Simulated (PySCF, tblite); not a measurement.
# C₂₀H₁₅NS₂: electronic excitations, NMR shifts

What do calculations give for the electronic excitations, NMR shifts of C₂₀H₁₅NS₂ (`CN(C)c1csc2cc3cc4cc5ccsc5cc4cc3cc12`)?

Programs: tblite 0.8.0 and PySCF 2.14.0, with routines of our own; each step states its level. All values are computed. Atoms count from 0.

## (1) The system as given

38 atoms, charge 0, multiplicity 1; geometry from: force field, distance geometry or constructed start.

## (2) Geometry optimisation with GFN2-xTB

What the job is given:

```
{"job": {"kind": "relax", "xc": "GFN2-xTB", "basis": "xTB"}, "charge": 0, "multiplicity": 1}
C     -5.927500     0.164700    -0.364300
N     -4.602800     0.141800     0.220700
C     -4.289600     1.207800     1.166600
C     -3.762100    -0.928700     0.046900
C     -4.231900    -2.215500    -0.140400
S     -2.991700    -3.368800    -0.272400
C     -1.765200    -2.167800    -0.116700
C     -0.369200    -2.390700    -0.137100
C      0.514800    -1.312200    -0.030100
C      1.900500    -1.504900    -0.051800
C      2.796600    -0.427100     0.042100
C      4.187900    -0.631800     0.019800
C      5.088800     0.457900     0.122000
C      6.529600     0.482700     0.111200
C      7.036800     1.759500     0.229500
S      5.806600     2.929400     0.349000
C      4.563000     1.743900     0.238700
C      3.171300     1.963700     0.262800
C      2.289900     0.879600     0.169200
C      0.902100     1.070600     0.192800
C      0.002100    -0.006000     0.097400
C     -1.389600     0.191500     0.122500
C     -2.306000    -0.886000     0.045800
H     -6.290200     1.193100    -0.479200
H     -5.938100    -0.282400    -1.360200
H     -6.650600    -0.369500     0.276800
H     -3.571700     0.903600     1.928200
H     -5.199200     1.523700     1.702500
H     -3.903700     2.082400     0.629600
H     -5.256900    -2.544700    -0.181800
H      0.007900    -3.406300    -0.252400
H      2.294900    -2.513400    -0.151200
H      4.591200    -1.635900    -0.077000
H      7.153000    -0.399600     0.033500
H      8.080100     2.051900     0.249300
H      2.794700     2.983800     0.355900
H      0.502900     2.079900     0.280600
H     -1.774900     1.204100     0.192200
```

On the command line:

```bash
> OMP_NUM_THREADS=1 python large_run.py task.json out
```

One launch serves the whole session: the jobs run in the order shown.

What it wrote:

```text
step      E/eV     max force
  0   -1629.59969    2.469
  1   -1629.89794    0.887
  2   -1629.94633    0.375
  3   -1629.96375    0.293
  4   -1629.99085    0.270
  5   -1630.00339    0.251
  6   -1630.01537    0.202
  7   -1630.02389    0.234
  8   -1630.03270    0.249
  9   -1630.03998    0.234
 10   -1630.04613    0.197
 11   -1630.05234    0.158
 12   -1630.06014    0.195
 13   -1630.06844    0.211
 14   -1630.07418    0.126
 15   -1630.07715    0.108
 16   -1630.07909    0.090
 17   -1630.08073    0.082
 18   -1630.08218    0.072
 19   -1630.08339    0.061
 20   -1630.08453    0.102
 21   -1630.08568    0.108
 22   -1630.08674    0.065
 23   -1630.08758    0.062
 24   -1630.08825    0.061
 25   -1630.08891    0.087
 26   -1630.08962    0.078
 27   -1630.09040    0.068
 28   -1630.09129    0.064
 29   -1630.09226    0.069
 30   -1630.09323    0.069
 31   -1630.09415    0.055
 32   -1630.09512    0.063
 33   -1630.09635    0.083
 34   -1630.09788    0.109
 35   -1630.09950    0.093
 36   -1630.10097    0.081
 37   -1630.10224    0.072
 38   -1630.10338    0.062
 39   -1630.10436    0.061
 40   -1630.10514    0.049
 41   -1630.10567    0.068
 42   -1630.10637    0.081
 43   -1630.10706    0.065
 44   -1630.10821    0.047
 45   -1630.10861    0.045
 46   -1630.10950    0.079
 47   -1630.11013    0.074
 48   -1630.11093    0.046
 49   -1630.11167    0.070
 50   -1630.11235    0.060
 51   -1630.11304    0.053
 52   -1630.11382    0.050
 53   -1630.11446    0.055
 54   -1630.11529    0.049
 55   -1630.11581    0.038
 56   -1630.11618    0.034
 57   -1630.11650    0.034
 58   -1630.11695    0.039
 59   -1630.11748    0.040
 60   -1630.11799    0.038
 61   -1630.11843    0.039
 62   -1630.11879    0.057
 63   -1630.11921    0.039
 64   -1630.11961    0.034
 65   -1630.12007    0.032
 66   -1630.12026    0.034
 67   -1630.12072    0.047
 68   -1630.12107    0.043
 69   -1630.12151    0.040
 70   -1630.12194    0.038
 71   -1630.12238    0.037
 72   -1630.12271    0.036
 73   -1630.12294    0.030
 74   -1630.12315    0.026
 75   -1630.12342    0.025
 76   -1630.12368    0.027
 77   -1630.12393    0.026
 78   -1630.12415    0.028
 79   -1630.12439    0.029
 80   -1630.12467    0.026
 81   -1630.12495    0.026
 82   -1630.12518    0.023
 83   -1630.12534    0.025
 84   -1630.12549    0.027
 85   -1630.12561    0.021
 86   -1630.12571    0.020
```

It took 3.9 s on 1 thread of AMD EPYC 7R43, shared host; peak memory 0.18 GiB.

Relaxation path:

| step | energy from step 0 (eV) | largest force (eV/Å) |
| --- | --- | --- |
| 0 | 0.0000 | 2.4688 |
| 1 | -0.2983 | 0.8870 |
| 2 | -0.3466 | 0.3754 |
| 3 | -0.3641 | 0.2923 |
| 4 | -0.3912 | 0.2698 |
| 5 | -0.4037 | 0.2508 |
| 6 | -0.4157 | 0.2018 |
| 7 | -0.4242 | 0.2346 |
| 8 | -0.4330 | 0.2486 |
| 14 | -0.4745 | 0.1266 |
| 21 | -0.4860 | 0.1078 |
| 28 | -0.4916 | 0.0640 |
| 34 | -0.4982 | 0.1086 |
| 41 | -0.5060 | 0.0678 |
| 48 | -0.5112 | 0.0462 |
| 55 | -0.5161 | 0.0383 |
| 61 | -0.5187 | 0.0388 |
| 68 | -0.5214 | 0.0438 |
| 75 | -0.5237 | 0.0245 |
| 82 | -0.5255 | 0.0237 |
| 83 | -0.5257 | 0.0250 |
| 84 | -0.5258 | 0.0272 |
| 85 | -0.5259 | 0.0206 |
| 86 | -0.5260 | 0.0201 |

Close pairs (by a distance rule), those that changed most:

| bond | before (Å) | after (Å) | change (Å) |
| --- | --- | --- | --- |
| C6–C7 | 1.414 | 1.363 | -0.051 |
| C16–C17 | 1.409 | 1.362 | -0.047 |
| C11–C12 | 1.418 | 1.372 | -0.045 |
| C21–C22 | 1.417 | 1.372 | -0.045 |
| C4–S5 | 1.699 | 1.741 | +0.043 |
| C14–S15 | 1.702 | 1.739 | +0.037 |
| C12–C16 | 1.394 | 1.430 | +0.036 |
| C13–C14 | 1.379 | 1.345 | -0.034 |

The next job starts from the end point, and lists it.

## (3) Electronic excitations: TDA PBE0/6-31G*

What the job is given:

```
{"job": {"kind": "uv", "basis": "6-31G*", "grid": 1, "kgrid": 0, "vcut": 1.5, "nstates": 6, "ntriplets": 2, "tda": true, "delta": ["ip_vertical"], "pop": true, "xc": "PBE0"}, "charge": 0, "multiplicity": 1}
C     -5.835169     0.213465    -0.399836
N     -4.458635     0.322111     0.025126
C     -4.321585     1.135289     1.218264
C     -3.709706    -0.853105    -0.010254
C     -4.203646    -2.108595    -0.134874
S     -2.991808    -3.354501    -0.241324
C     -1.725984    -2.161899    -0.089363
C     -0.384512    -2.404236    -0.098263
C      0.519092    -1.319858    -0.012771
C      1.897667    -1.512102    -0.006795
C      2.790821    -0.444184     0.069417
C      4.188222    -0.643253     0.067919
C      5.044333     0.427027     0.139681
C      6.476410     0.449862     0.136777
C      6.982852     1.693057     0.217921
S      5.779372     2.944343     0.311053
C      4.505361     1.748626     0.228683
C      3.164038     1.984301     0.238352
C      2.268174     0.893070     0.149195
C      0.890055     1.085302     0.131144
C     -0.001830     0.017753     0.050903
C     -1.398275     0.223524     0.038772
C     -2.262588    -0.840857     0.002998
H     -6.231314     1.220013    -0.535217
H     -5.878065    -0.311224    -1.352613
H     -6.469251    -0.311065     0.329088
H     -3.309267     1.072736     1.606270
H     -5.013243     0.810970     2.008614
H     -4.546436     2.173558     0.968461
H     -5.229843    -2.413093    -0.186848
H     -0.005076    -3.411582    -0.178436
H      2.286926    -2.519121    -0.065525
H      4.577324    -1.649215     0.006005
H      7.079603    -0.438325     0.072629
H      8.014638     1.988089     0.228700
H      2.774405     2.988298     0.308817
H      0.500816     2.092759     0.184416
H     -1.770081     1.236453     0.043842
```

Method: TDA PBE0/6-31G*, vertical, gas phase, core orbitals frozen in the response, virtual orbitals cut by energy.

What it wrote:

```text
start: PBE on a coarse grid of 33446 points
cycle   1  E = -1620.9573309383  dE =  4.015e+00  |g| = 8.091e-01  |ddm| = 7.517e+00
cycle   2  E = -1620.7104624757  dE =  2.469e-01  |g| = 1.194e+00  |ddm| = 2.800e+00
cycle   3  E = -1621.0972785974  dE = -3.868e-01  |g| = 3.966e-01  |ddm| = 2.240e+00
cycle   4  E = -1621.1475742690  dE = -5.030e-02  |g| = 1.186e-01  |ddm| = 6.535e-01
cycle   5  E = -1621.1506422396  dE = -3.068e-03  |g| = 5.554e-02  |ddm| = 2.036e-01
cycle   6  E = -1621.1513640686  dE = -7.218e-04  |g| = 2.543e-02  |ddm| = 9.255e-02
cycle   7  E = -1621.1515028889  dE = -1.388e-04  |g| = 1.414e-02  |ddm| = 5.019e-02
cycle   8  E = -1621.1515595640  dE = -5.668e-05  |g| = 5.272e-03  |ddm| = 2.499e-02
final grid: 144770 points
cycle   9  E = -1621.0161249196  dE = -1.036e-02  |g| = 5.902e-02  |ddm| = 1.142e+00
cycle  10  E = -1621.0156237944  dE =  5.011e-04  |g| = 7.133e-02  |ddm| = 1.737e-01
cycle  11  E = -1621.0170620662  dE = -1.438e-03  |g| = 1.659e-02  |ddm| = 1.160e-01
cycle  12  E = -1621.0171393035  dE = -7.724e-05  |g| = 5.870e-03  |ddm| = 2.723e-02
cycle  13  E = -1621.0171459303  dE = -6.627e-06  |g| = 1.859e-03  |ddm| = 9.754e-03
cycle  14  E = -1621.0171451414  dE =  7.889e-07  |g| = 8.887e-04  |ddm| = 3.200e-03
cycle  15  E = -1621.0171471592  dE = -2.018e-06  |g| = 2.876e-04  |ddm| = 1.370e-03
cycle  16  E = -1621.0171434323  dE =  3.727e-06  |g| = 7.644e-05  |ddm| = 4.338e-04
converged SCF energy = -1621.0171434323
Vertical ionisation energy (delta-SCF) = 6.0610 eV   <S^2> = 0.769

Static polarisability (au): isotropic 297.678, principal 97.194 257.000 538.840

Singlet excitations
state   eV       nm        f      main configurations
  1   2.6342    470.7   0.08294   H->L 0.91
  2   3.2221    384.8   0.02143   H-1->L 0.92
  3   3.5853    345.8   0.00173   H->L+1 0.44, H-2->L 0.43
  4   3.9257    315.8   0.00309   H-3->L 0.46, H->L+2 0.40
  5   4.1972    295.4   0.01990   H-3->L 0.36, H->L+2 0.29, H->L+1 0.16
  6   4.5998    269.5   0.87106   H-1->L+1 0.39, H->L+1 0.15, H-2->L 0.13

Triplet excitations (Tamm-Dancoff, eV): 1.4813 2.5277
```

It took 85 s on 1 thread of AMD EPYC 7R43, shared host; peak memory 0.72 GiB.

The orbitals next to the gap, with their largest atomic shares:

| orbital | eV | atoms |
| --- | --- | --- |
| HOMO−4 | -7.49 | S5 17 %, C19 10 %, N1 10 % |
| HOMO−3 | -6.63 | S15 18 %, N1 15 %, C10 10 % |
| HOMO−2 | -6.46 | C18 13 %, C6 11 %, C14 10 % |
| HOMO−1 | -5.70 | N1 24 %, S5 11 %, C4 10 % |
| HOMO | -4.86 | S5 13 %, C9 11 %, C19 10 % |
| LUMO | -1.89 | C9 13 %, C19 13 %, C11 10 % |
| LUMO+1 | -0.33 | C14 14 %, C18 14 %, C6 10 % |
| LUMO+2 | -0.22 | C4 13 %, C8 12 %, C11 12 % |
| LUMO+3 | 0.83 | S15 56 %, C16 15 %, C14 15 % |

With each of the 6 states as a Gaussian band of 0.4 eV half-width at 1/e, the curve within the window shown has maxima at 467 nm (ε 3,500), 270 nm (ε 36,000) L/(mol cm). Beyond the last state computed it falls off for lack of states. The curve at chosen wavelengths:

```
 nm  ε (L/mol/cm)
253         20133
267         35100
281         28902
296         13124
310          4490
324          1434
338           699
353           716
367           939
381          1213
395          1539
410          1990
424          2490
438          2975
452          3327
467          3466
481          3356
495          3058
509          2643
524          2151
538          1706
552          1311
566           982
581           703
595           505
609           358
```

Further results of this job:

| property | computed |
| --- | --- |
| dipole moment (D) | 1.10 |
| polarisability (Å³) | 44.11 |
| HOMO–LUMO gap (eV) | 2.97 |
| −ε(HOMO) (eV) | 4.86 |

## (4) NMR shifts: GIAO OPBE/pcSseg-1

Settings changed since step 3:

```diff
@@ -1,2 +1,2 @@
-{"job": {"kind": "uv", "basis": "6-31G*", "grid": 1, "kgrid": 0, "vcut": 1.5, "nstates": 6, "ntriplets": 2, "tda": true, "delta": ["ip_vertical"], "pop": true, "xc": "PBE0"}, "charge": 0, "multiplicity": 1}
+{"job": {"kind": "nmr", "basis": "pcSseg-1", "pop": false, "xc": "OPBE"}, "charge": 0, "multiplicity": 1}
 C     -5.835169     0.213465    -0.399836
```

With the program's defaults for keys left out, this is: GIAO OPBE/pcSseg-1 NMR shielding, non-relativistic, gas phase.

What it wrote:

```text
start: PBE on a coarse grid of 33446 points
cycle   1  E = -1620.4207508980  dE =  3.983e+00  |g| = 8.055e-01  |ddm| = 7.494e+00
cycle   2  E = -1620.1392068670  dE =  2.815e-01  |g| = 1.244e+00  |ddm| = 2.852e+00
cycle   3  E = -1620.5526023600  dE = -4.134e-01  |g| = 4.033e-01  |ddm| = 2.304e+00
cycle   4  E = -1620.6028593781  dE = -5.026e-02  |g| = 1.186e-01  |ddm| = 6.434e-01
cycle   5  E = -1620.6057292345  dE = -2.870e-03  |g| = 5.896e-02  |ddm| = 2.013e-01
cycle   6  E = -1620.6065212027  dE = -7.920e-04  |g| = 2.459e-02  |ddm| = 8.981e-02
cycle   7  E = -1620.6066359646  dE = -1.148e-04  |g| = 1.471e-02  |ddm| = 4.771e-02
cycle   8  E = -1620.6066967365  dE = -6.077e-05  |g| = 5.926e-03  |ddm| = 2.561e-02
final grid: 304035 points
cycle   9  E = -1621.7615153595  dE = -2.968e-02  |g| = 7.613e-02  |ddm| = 1.377e+00
cycle  10  E = -1621.7582942591  dE =  3.221e-03  |g| = 1.210e-01  |ddm| = 2.549e-01
cycle  11  E = -1621.7610293950  dE = -2.735e-03  |g| = 6.897e-02  |ddm| = 2.470e-01
cycle  12  E = -1621.7625054343  dE = -1.476e-03  |g| = 1.946e-02  |ddm| = 1.107e-01
cycle  13  E = -1621.7626100401  dE = -1.046e-04  |g| = 8.472e-03  |ddm| = 3.879e-02
cycle  14  E = -1621.7626309034  dE = -2.086e-05  |g| = 2.826e-03  |ddm| = 1.333e-02
cycle  15  E = -1621.7626314804  dE = -5.770e-07  |g| = 8.790e-04  |ddm| = 4.527e-03
cycle  16  E = -1621.7626328918  dE = -1.411e-06  |g| = 3.377e-04  |ddm| = 1.401e-03
cycle  17  E = -1621.7626311939  dE =  1.698e-06  |g| = 1.232e-04  |ddm| = 5.657e-04
cycle  18  E = -1621.7626312564  dE = -6.250e-08  |g| = 5.216e-05  |ddm| = 2.623e-04
converged SCF energy = -1621.7626312564

GIAO shielding tensors (ppm)
atom      isotropic    diamagn.    paramagn.     s11        s22        s33       span
  0 C      144.131     241.022     -96.891    120.532    127.506    184.357     63.825
  1 N      199.475     329.539    -130.064    145.384    217.220    235.820     90.436
  2 C      143.410     251.792    -108.383    118.193    127.648    184.389     66.196
  3 C       46.199     252.705    -206.506    -19.501     54.156    103.941    123.441
  4 C       80.832     266.606    -185.774     15.023     81.403    146.070    131.047
  5 S      380.677    1057.282    -676.605    234.113    408.460    499.457    265.344
  6 C       51.522     261.615    -210.093    -17.752     32.386    139.932    157.684
  7 C       67.640     242.497    -174.856    -13.600     60.275    156.247    169.847
  8 C       64.444     252.038    -187.595    -10.366     13.388    190.309    200.675
  9 C       63.586     244.105    -180.519    -11.880     54.534    148.104    159.984
 10 C       64.082     250.623    -186.540    -12.258     11.338    193.167    205.426
 11 C       66.712     238.569    -171.857     -9.758     54.923    154.972    164.730
 12 C       53.614     248.264    -194.650    -22.293     32.690    150.446    172.740
 13 C       66.263     236.345    -170.082     -7.089     66.093    139.785    146.874
 14 C       59.089     274.363    -215.275    -23.662     61.942    138.987    162.649
 15 S      346.590    1057.286    -710.695    219.700    375.782    444.289    224.589
 16 C       51.434     260.752    -209.318    -16.902     35.192    136.012    152.914
 17 C       68.132     243.408    -175.276    -13.271     59.993    157.673    170.944
 18 C       64.523     252.906    -188.383    -10.165     13.532    190.203    200.368
 19 C       62.904     249.221    -186.317    -13.375     55.263    146.823    160.198
 20 C       64.869     253.269    -188.400    -10.880     11.443    194.044    204.923
 21 C       68.509     251.084    -182.575     -6.832     52.619    159.740    166.573
 22 C       58.236     252.518    -194.282    -19.556     42.291    151.973    171.529
 23 H       28.625      25.478       3.146     23.373     26.906     35.595     12.221
 24 H       28.543      27.856       0.687     24.306     26.453     34.870     10.564
 25 H       28.739      23.502       5.236     24.036     27.254     34.925     10.889
 26 H       27.625      34.089      -6.464     20.639     30.567     31.668     11.029
 27 H       29.226      29.075       0.151     25.274     26.843     35.561     10.287
 28 H       28.451      32.455      -4.004     24.055     25.832     35.466     11.410
 29 H       25.383      33.513      -8.130     19.645     27.414     29.088      9.443
 30 H       22.956      33.950     -10.993     15.241     23.865     29.763     14.522
 31 H       22.727      36.513     -13.785     14.800     23.736     29.646     14.847
 32 H       22.805      34.115     -11.310     15.397     24.062     28.957     13.561
 33 H       24.044      29.134      -5.091     19.322     25.391     27.418      8.096
 34 H       24.235      29.336      -5.100     20.486     25.034     27.186      6.700
 35 H       22.853      32.433      -9.580     15.017     23.637     29.905     14.888
 36 H       22.700      37.290     -14.590     14.599     23.328     30.173     15.574
 37 H       22.847      38.440     -15.593     14.819     22.787     30.935     16.116
```

Run time: 52 s. Hardware: 1 thread of AMD EPYC 7R43, shared host; peak memory 0.7 GiB.

The references, computed at this level on geometries of the same kind, shield at (ppm): 1H TMS 31.67, 13C TMS 187.5, 15N NH3 266.3. Their shielding less the atom's gives the shift. The references are single molecules in the gas phase, so shifts against H2O, NH3, PH3, H3PO4 or CFCl3 are not on the usual liquid scales and can be off by tens of ppm. Atoms listed in one row are averaged.

| atoms | environment | σ (ppm) | δ (ppm) |
| --- | --- | --- | --- |
| C3 | aromatic carbon bearing nitrogen | 46.2 | 141.3 |
| C16 | ring-fusion aromatic carbon | 51.4 | 136.1 |
| C6 | ring-fusion aromatic carbon | 51.5 | 136.0 |
| C12 | ring-fusion aromatic carbon | 53.6 | 133.9 |
| C22 | ring-fusion aromatic carbon | 58.2 | 129.3 |
| C14 | aromatic CH next to the ring sulfur | 59.1 | 128.4 |
| C19 | aromatic CH | 62.9 | 124.6 |
| C9 | aromatic CH | 63.6 | 123.9 |
| C10 | ring-fusion aromatic carbon | 64.1 | 123.4 |
| C8 | ring-fusion aromatic carbon | 64.4 | 123.1 |
| C18 | ring-fusion aromatic carbon | 64.5 | 123.0 |
| C20 | ring-fusion aromatic carbon | 64.9 | 122.6 |
| C13 | aromatic CH | 66.3 | 121.2 |
| C11 | aromatic CH | 66.7 | 120.8 |
| C7 | aromatic CH | 67.6 | 119.9 |
| C17 | aromatic CH | 68.1 | 119.4 |
| C21 | aromatic CH | 68.5 | 119.0 |
| C4 | aromatic CH next to the ring sulfur | 80.8 | 106.7 |
| C0, C2 | methyl carbon bonded to N | 143.8 | 43.7 |
| H36 | hydrogen on an aromatic CH | 22.70 | 8.97 |
| H31 | hydrogen on an aromatic CH | 22.73 | 8.94 |
| H32 | hydrogen on an aromatic CH | 22.81 | 8.87 |
| H37 | hydrogen on an aromatic CH | 22.85 | 8.82 |
| H35 | hydrogen on an aromatic CH | 22.85 | 8.82 |
| H30 | hydrogen on an aromatic CH | 22.96 | 8.72 |
| H33 | hydrogen on an aromatic CH | 24.04 | 7.63 |
| H34 | hydrogen on an aromatic CH next to the ring sulfur | 24.24 | 7.44 |
| H29 | hydrogen on an aromatic CH next to the ring sulfur | 25.38 | 6.29 |
| H23, H24, H25, H26, H27, H28 | hydrogen on a methyl carbon bonded to N | 28.53 | 3.14 |
| N1 | aniline-type nitrogen | 199.5 | 66.8 |
| S15 | aromatic ring sulfur | 347 | – |
| S5 | aromatic ring sulfur | 381 | – |

Ring of atoms C3, C4, S5, C6, C22: NICS(0) -9.4, NICS(1) -8.2, NICS(1)zz -15.2 ppm (means of both faces).

Ring of atoms C6, C7, C8, C20, C21, C22: NICS(0) -9.9, NICS(1) -11.9, NICS(1)zz -28.7 ppm (means of both faces).

Ring of atoms C8, C9, C10, C18, C19, C20: NICS(0) -11.5, NICS(1) -13.7, NICS(1)zz -34.1 ppm (means of both faces).

## (5) Outcome

| quantity | value |
| --- | --- |
| lowest singlet (PBE0/6-31G*) | 2.63 eV (471 nm), f = 0.083 |
| brightest single state of those computed | state 6, 4.60 eV, f = 0.871 |
| lowest triplet | 1.48 eV |
| vertical ionisation energy (ΔSCF) | 6.06 eV |
| 13C shifts against TMS (OPBE/pcSseg-1) | 141.3, 136.1, 136.0, 133.9, 129.3, 128.4, 124.6, 123.9, 123.4, 123.1, 123.0, 122.6, 121.2, 120.8 ppm and more |
| 1H shifts against TMS (OPBE/pcSseg-1, means over atoms taken as alike) | 8.97, 8.94, 8.87, 8.82, 8.82, 8.72, 7.63, 7.44, 6.29, 3.14 ppm |
| 15N shifts against NH3 (OPBE/pcSseg-1) | 66.8 ppm |
| shieldings of S (OPBE/pcSseg-1) | S15 346.6, S5 380.7 ppm |

What this shows: The lowest singlet, at 2.63 eV, is HOMO→LUMO 0.91 and is bright; of the 6 states computed, the strongest absorption comes from state 6 at 4.60 eV (the last computed, so partners may be missing). State 1 absorbs in the visible (471 nm). The lowest triplet lies 1.15 eV below the lowest singlet. The orbital energy would give 4.86 eV for ionisation, ΔSCF gives 6.06 eV. At OPBE/pcSseg-1: The largest span, 265 ppm, is at S5, where the paramagnetic term is -677 ppm. NICS(1)zz of -15 ppm above the planar ring from C3 marks a diatropic (aromatic) ring current. NICS(1)zz of -29 ppm above the planar ring from C6 marks a diatropic (aromatic) ring current. NICS(1)zz of -34 ppm above the planar ring from C8 marks a diatropic (aromatic) ring current.
